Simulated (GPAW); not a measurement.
# PtF2 (Fm-3m) in GPAW: single point with LDA+U

Aim: the single point of PtF2 with LDA+U.

Program: GPAW 26.7.0. These are calculated values, not measurements. Logs are shortened: lines on timing, memory, paths and dates and some standing lists are left out, and cuts for length are marked. The log counts tension as positive stress, the text compression.

### 1 Starting point

The structure is cubic, space group Fm-3m (No. 225). The conventional cell has a = 5.105 Å, b = 5.105 Å, c = 5.105 Å, α = 90.00°, β = 90.00°, γ = 90.00°. Pt (site symmetry m-3m) is surrounded by 8 F at 2.21 Å. F (site symmetry -43m) is surrounded by 4 Pt at 2.21 Å.

The cell comes from a database or a generator and needn't be the stable form of this composition.

### 2 Single point, LDA+U, collinear spin, ferromagnetic start

run.py reads:

```python
from ase.dft.bandgap import bandgap
from ase.io import read, write
from ase.units import GPa
from gpaw import GPAW, PW

atoms = read('PtF2.xyz')
atoms.set_initial_magnetic_moments([2.0, 0.0, 0.0])

calc = GPAW(mode=PW(800),
            xc='LDA',
            kpts={'size': (6, 6, 6), 'gamma': True},
            occupations={'name': 'methfessel-paxton', 'order': 0, 'width': 0.05, 'fixmagmom': True},
            setups={'Pt': ':d,7.0'},
            nbands=28,
            convergence={'density': 1e-05, 'energy': 1e-05},
            maxiter=150,
            txt='gpaw.txt')
atoms.calc = calc
energy = atoms.get_potential_energy()
forces = atoms.get_forces()
stress = atoms.get_stress()
calc.write('gs.gpw')
write('result.traj', atoms)
print(f'Energy: {energy:.6f} eV')
print('Forces (eV/A):')
print(forces.round(4))
print('Stress (GPa):', (stress / GPa).round(3))
print('Moments:', calc.get_magnetic_moments().round(3))
print('Fermi levels:', calc.get_fermi_levels().round(4), 'eV')
```

PtF2.xyz reads:

```xyz
3
Lattice="0.0000000000 2.5525506100 2.5525506100 2.5525506100 0.0000000000 2.5525506100 2.5525506100 2.5525506100 0.0000000000" Properties=species:S:1:pos:R:3 pbc="T T T"
Pt     0.0000000000      0.0000000000      0.0000000000
F      1.2762753050      1.2762753050      1.2762753050
F      3.8288259150      3.8288259150      3.8288259150
```

Potentials or basis: the program's PAW data sets (release 1.2.1) made for this functional, pw.

Launch:

```sh
$ OMP_NUM_THREADS=1 python run.py
```

gpaw.txt:

```text
__  _  _
 | _ |_)|_||  |
 |__||  | ||/\| - 26.7.0

Input parameters:
  mode=PW(ecut=800.0),
  convergence={'density': 1e-05, 'energy': 1e-05},
  kpts=MonkhorstPack(size=(6, 6, 6), gamma=True),
  maxiter=150,
  nbands=28,
  occupations=Occupations(name='methfessel-paxton', order=0, width=0.05, fixmagmom=True),
  setups={'Pt': ':d,7.0'},
  xc=XC(name='LDA')

Diagonalizing LCAO Hamiltonian
Converting LCAO to pw mode

                   F

           F

       Pt

Atoms  # Å, Bohr magnetons
|   | symbol |        x |        y |        z |    initial magnetic moments |
|---|--------|----------|----------|----------|-----------------------------|
| 0 |     Pt | 0.000000 | 0.000000 | 0.000000 | ( 0.0000,  0.0000,  2.0000) |
| 1 |      F | 1.276275 | 1.276275 | 1.276275 | ( 0.0000,  0.0000,  0.0000) |
| 2 |      F | 3.828826 | 3.828826 | 3.828826 | ( 0.0000,  0.0000,  0.0000) |

Unit cell  # Å
| periodic |        x |        y |        z |  lengths |    angles |
|----------|----------|----------|----------|----------|-----------|
|      yes | 0.000000 | 2.552551 | 2.552551 | 3.609852 | 60.000000 |
|      yes | 2.552551 | 0.000000 | 2.552551 | 3.609852 | 60.000000 |
|      yes | 2.552551 | 2.552551 | 0.000000 | 3.609852 | 60.000000 |

Number of symmetries: 48
Symmetry operations  # r_c * U_cc + t_c -> r_c
|    | kind |            matrix            |
|----|------|------------------------------|
|  0 |  σ   |  1, 0, 0,  1, 0,-1,  1,-1, 0 |
|  1 |  C2  |  1, 0, 0,  1,-1, 0,  1, 0,-1 |
|  2 |  E   |  1, 0, 0,  0, 1, 0,  0, 0, 1 |
|  3 |  σ   |  1, 0, 0,  0, 0, 1,  0, 1, 0 |
|  4 |  C4  |  1, 0,-1,  1, 0, 0,  1,-1, 0 |
|  5 |  S6  |  1, 0,-1,  1,-1, 0,  1, 0, 0 |
|  6 |  σ   |  1, 0,-1,  0, 1,-1,  0, 0,-1 |
|  7 |  C3  |  1, 0,-1,  0, 0,-1,  0, 1,-1 |
|  8 |  S6  |  1,-1, 0,  1, 0, 0,  1, 0,-1 |
|  9 |  C4  |  1,-1, 0,  1, 0,-1,  1, 0, 0 |
| 10 |  C3  |  1,-1, 0,  0,-1, 1,  0,-1, 0 |
| 11 |  σ   |  1,-1, 0,  0,-1, 0,  0,-1, 1 |
| 12 |  σ   |  0, 1, 0,  1, 0, 0,  0, 0, 1 |
| 13 |  C4  |  0, 1, 0,  0, 1,-1, -1, 1, 0 |
| 14 |  C3  |  0, 1, 0,  0, 0, 1,  1, 0, 0 |
| 15 |  S6  |  0, 1, 0, -1, 1, 0,  0, 1,-1 |
| 16 |  C2  |  0, 1,-1,  1, 0,-1,  0, 0,-1 |
| 17 |  σ   |  0, 1,-1,  0, 1, 0, -1, 1, 0 |
| 18 |  S4  |  0, 1,-1,  0, 0,-1,  1, 0,-1 |
| 19 |  C4  |  0, 1,-1, -1, 1, 0,  0, 1, 0 |
| 20 |  C3  |  0, 0, 1,  1, 0, 0,  0, 1, 0 |
| 21 |  σ   |  0, 0, 1,  0, 1, 0,  1, 0, 0 |
| 22 |  S6  |  0, 0, 1,  0,-1, 1, -1, 0, 1 |
| 23 |  C4  |  0, 0, 1, -1, 0, 1,  0,-1, 1 |
| 24 |  S4  |  0, 0,-1,  1, 0,-1,  0, 1,-1 |
| 25 |  C3  |  0, 0,-1,  0, 1,-1,  1, 0,-1 |
| 26 |  C2  |  0, 0,-1,  0,-1, 0, -1, 0, 0 |
| 27 |  S6  |  0, 0,-1, -1, 0, 0,  0,-1, 0 |
| 28 |  S4  |  0,-1, 1,  1,-1, 0,  0,-1, 0 |
| 29 |  C4  |  0,-1, 1,  0, 0, 1, -1, 0, 1 |
| 30 |  C2  |  0,-1, 1,  0,-1, 0,  1,-1, 0 |
| 31 |  σ   |  0,-1, 1, -1, 0, 1,  0, 0, 1 |
| 32 |  C3  |  0,-1, 0,  1,-1, 0,  0,-1, 1 |
| 33 |  S6  |  0,-1, 0,  0, 0,-1, -1, 0, 0 |
| 34 |  S4  |  0,-1, 0,  0,-1, 1,  1,-1, 0 |
| 35 |  C2  |  0,-1, 0, -1, 0, 0,  0, 0,-1 |
| 36 |  C2  | -1, 1, 0,  0, 1, 0,  0, 1,-1 |
| 37 |  S6  | -1, 1, 0,  0, 1,-1,  0, 1, 0 |
| 38 |  S4  | -1, 1, 0, -1, 0, 1, -1, 0, 0 |
| 39 |  C3  | -1, 1, 0, -1, 0, 0, -1, 0, 1 |
| 40 |  S6  | -1, 0, 1,  0, 0, 1,  0,-1, 1 |
| 41 |  C2  | -1, 0, 1,  0,-1, 1,  0, 0, 1 |
| 42 |  C3  | -1, 0, 1, -1, 1, 0, -1, 0, 0 |
| 43 |  S4  | -1, 0, 1, -1, 0, 0, -1, 1, 0 |
| 44 |  C2  | -1, 0, 0,  0, 0,-1,  0,-1, 0 |
| 45 |  i   | -1, 0, 0,  0,-1, 0,  0, 0,-1 |
| 46 |  σ   | -1, 0, 0, -1, 1, 0, -1, 0, 1 |
| 47 |  C2  | -1, 0, 0, -1, 0, 1, -1, 1, 0 |

BZ-sampling:
  Number of BZ points: 216
  Number of IBZ points: 16

  Monkhorst-Pack size: [6, 6, 6]
  Monkhorst-Pack shift: [0.08333333333333333, 0.08333333333333333, 0.08333333333333333]

K-points  # in reciprocal-cell coordinates
|     |                                coordinates |     weight |
|-----|--------------------------------------------|------------|
|   0 | (  0.00000000,   0.00000000,   0.00000000) | 0.00462963 |
|   1 | (  0.16666667,   0.16666667,   0.00000000) | 0.02777778 |
|   2 | (  0.16666667,   0.16666667,   0.16666667) | 0.03703704 |
|   3 | (  0.33333333,   0.16666667,   0.16666667) | 0.05555556 |
|   4 | (  0.33333333,   0.33333333,  -0.33333333) | 0.05555556 |
|   5 | (  0.33333333,   0.33333333,   0.00000000) | 0.02777778 |
|   6 | (  0.33333333,   0.33333333,   0.16666667) | 0.11111111 |
|   7 | (  0.33333333,   0.33333333,   0.33333333) | 0.03703704 |
|   8 | (  0.50000000,   0.33333333,  -0.33333333) | 0.11111111 |
|   9 | (  0.50000000,   0.33333333,  -0.16666667) | 0.05555556 |
| ... |                                            |            |
|  15 | (  0.50000000,   0.50000000,   0.50000000) | 0.01851852 |

Plane wave coefficients: 1724
Cutoff: 800.0 eV

Spin-components: 2 (collinear spins)
Bands:           28
Projectors:      16
Spin-degeneracy: 1
Datatype:        complex128

Parallelization:
  kpt:    1
  domain: 1
  band:   1

Density:
  Valence electrons: 30.0
  Components: 2
  Grid points: [24 24 24]
  Charge: 0.0  # |e|

Potential:
  Grid points: [24 24 24]

species:
  Pt:
    name:    Platinum
    Z:       78.0
    valence: 16
    core:    62
    charge:  0.0  # [|e|]
    Hubbard: {U: 7.0,  # eV
              l: 2,
              scale: True}
    compensation charges:
      type: gauss
      rc: 0.41  # [Å]
      lmax: 2
    cutoffs:
      filter: 2.26  # [Å]
      core: 2.26  # [Å]
    projectors
    | kind |    occ | energy [eV] | rcut [Å] |
    |------|--------|-------------|----------|
    |   6s |  1.000 |      -5.930 |    1.307 |
    |   5p |  6.000 |     -56.318 |    1.371 |
    |   6p |  0.000 |      -0.962 |    1.371 |
    |   5d |  9.000 |      -6.387 |    1.307 |
    |    s |        |      21.281 |    1.307 |
    |    d |        |      20.825 |    1.307 |

    Using partial waves for Pt as LCAO basis

  F:
    name:    Fluorine
    Z:       9.0
    valence: 7
    core:    2
    charge:  0.0  # [|e|]
    compensation charges:
      type: gauss
      rc: 0.20  # [Å]
      lmax: 2
    cutoffs:
      filter: 1.14  # [Å]
      core: 0.74  # [Å]
    projectors
    | kind |    occ | energy [eV] | rcut [Å] |
    |------|--------|-------------|----------|
    |   2s |  2.000 |     -29.647 |    0.635 |
    |   2p |  5.000 |     -11.293 |    0.635 |
    |    s |        |      -2.435 |    0.635 |
    |    p |        |      15.918 |    0.635 |
    |    d |        |       0.000 |    0.635 |

    Using partial waves for F as LCAO basis

Reference energy: -505494.666453  # eV

eigensolver:
  PPCG
  Converge bands: occupied
  niter=2

density mixing:
  MSR1-Mixer
  Pratt-step length: 0.05
  Maximum mixing coefficient: 0.75
  Old densities: 10
  SVD Regularization: 0.005
  Good broyden scale: 1.0
  Trust region scale: 1.0
  Backstep threshold: 4.0
  History deletion threshold: 6.0
  Fourier metric: weight=20.0, sigma=0.015

occupation numbers:
  Fixed magnetic moment: 2.000
  Methfessel-Paxton:
    width: 0.0500  # eV
    order: 0

poisson solver:
  ecut: 6400.0  # eV

xc functional:
  name: None

convergence criteria:
- Maximum integral of absolute [dens]ity change: 1e-05 electrons / valence electron
- Maximum [total energy] change in last 3 cyles: 1e-05 eV / valence electron
- Maximum integral of absolute [eigenst]ate change: 4e-08 eV^2 / valence electron
maximum number of iterations: 150

SCF iterations
|iter     | |      energy | eigst |  dens |  magmom |
|---------|-|-------------|-------|-------|---------|
|iter:   1| |  -11.482166 | -0.20 |       |  +1.9947|
|iter:   2| |  -11.484666 | -2.52 | -1.01 |  +1.9950|
|iter:   3| |  -12.252370 | -1.47 | -1.04 |  +1.9979|
|iter:   4| |  -12.545085 | -2.93 | -1.44 |  +1.9993|
|iter:   5| |  -12.610748 | -3.02 | -1.78 |  +2.0001|
|iter:   6| |  -12.612648 | -4.84 | -2.52 |  +2.0001|
|iter:   7| |  -12.612853 | -5.40 | -2.86 |  +2.0000|
|iter:   8| |  -12.612855c| -6.99 | -3.75 |  +2.0000|
|iter:   9| |  -12.612856c| -7.56c| -4.15 |  +2.0000|
|iter:  10| |  -12.612856c| -8.67c| -5.13c|  +2.0000|

Converged in 10 steps
Energy contributions relative to reference atoms: (reference = -505494.666453)

Energy contributions:
  Kinetic:          56.033291
  Coulomb:         -47.445303
  Zero:             -1.274998
  External:          0.000000
  Xc:              -19.925001
  Entropy:          -0.001690
  Spinorbit:         0.000000
  ----------------------------
  Free energy:     -12.613701
  Extrapolated:    -12.612856

dipole moment: (-16.777619, -16.777619, -16.777619)  # |e|*Ang

Total magnetic moment: (0.000000, 0.000000, 2.000000)

Local magnetic moments
|        x |        y |        z |
|----------|----------|----------|
| 0.000000 | 0.000000 | 1.620901 |  # Pt   0
| 0.000000 | 0.000000 | 0.181851 |  # F    1
| 0.000000 | 0.000000 | 0.181851 |  # F    2

Fermi levels: 6.582, 7.584
Eigenvalues  # (at kpt = [0.000, 0.000, 0.000])
| band index |      eig [eV] | occ [0-1] |      eig [eV] | occ [0-1] |
|------------|---------------|-----------|---------------|-----------|
|          0 |       -44.815 |     1.000 |       -43.824 |     1.000 |
|        ... |               |           |               |           |
|          7 |        -3.427 |     1.000 |        -1.158 |     1.000 |
|          8 |         0.833 |     1.000 |         1.575 |     1.000 |
|          9 |         0.833 |     1.000 |         1.575 |     1.000 |
|         10 |         1.694 |     1.000 |         2.093 |     1.000 |
|         11 |         1.694 |     1.000 |         2.093 |     1.000 |
|         12 |         1.694 |     1.000 |         2.093 |     1.000 |
|         13 |         4.946 |     1.000 |         7.593 |     0.399 |
|         14 |         4.946 |     1.000 |         9.122 |     0.000 |
|         15 |         4.946 |     1.000 |         9.122 |     0.000 |
|         16 |         7.284 |     0.000 |         9.122 |     0.000 |
|         17 |        18.230 |     0.000 |        18.395 |     0.000 |
|         18 |        18.230 |     0.000 |        18.395 |     0.000 |
|         19 |        18.230 |     0.000 |        18.395 |     0.000 |
|         20 |        23.097 |     0.000 |        23.354 |     0.000 |
|         21 |        26.445 |     0.000 |        26.630 |     0.000 |
|        ... |               |           |               |           |
|         27 |        30.515 |     0.000 |        30.942 |     0.000 |

Gap: 1.669 eV
Transition (v -> c):
  (s=0, k=0, n=15, [0.00, 0.00, 0.00]) -> (s=1, k=12, n=13, [0.50, 0.50, 0.00])
Direct/indirect transitions are different
Direct gap: 2.105 eV
Transition at: (s=0->1, k=15, n=15, [0.50, 0.50, 0.50])

Forces  # eV/Ang
|       x |        y |        z |
|---------|----------|----------|
| 0.00000 | -0.00000 | -0.00000 |  # Pt   0
| 0.00000 | -0.00000 | -0.00000 |  # F    1
| 0.00000 | -0.00000 | -0.00000 |  # F    2

Stress tensor  # eV/Ang^3
|         x |         y |         z |
|-----------|-----------|-----------|
| -0.098852 |  0.000000 |  0.000000 |
|  0.000000 | -0.098852 | -0.000000 |
|  0.000000 | -0.000000 | -0.098852 |

# Writing to gs.gpw (mode='')
```

It took 29 s on 1 thread of Arm Neoverse V2, shared host; peak memory 0.19 GiB.

Results:

```yaml
Free_energy: -12.6137 eV
Pressure: 15.8 GPa
Net_moment: 2.00 μB per cell
Site_moments: Pt +1.62; F +0.18 μB
```

Caveat: the gap line of the log is wrong at fixed moment; the total moment is fixed, so each spin has its own Fermi level. Spin-orbit coupling is left out, which matters for the levels of Pt.
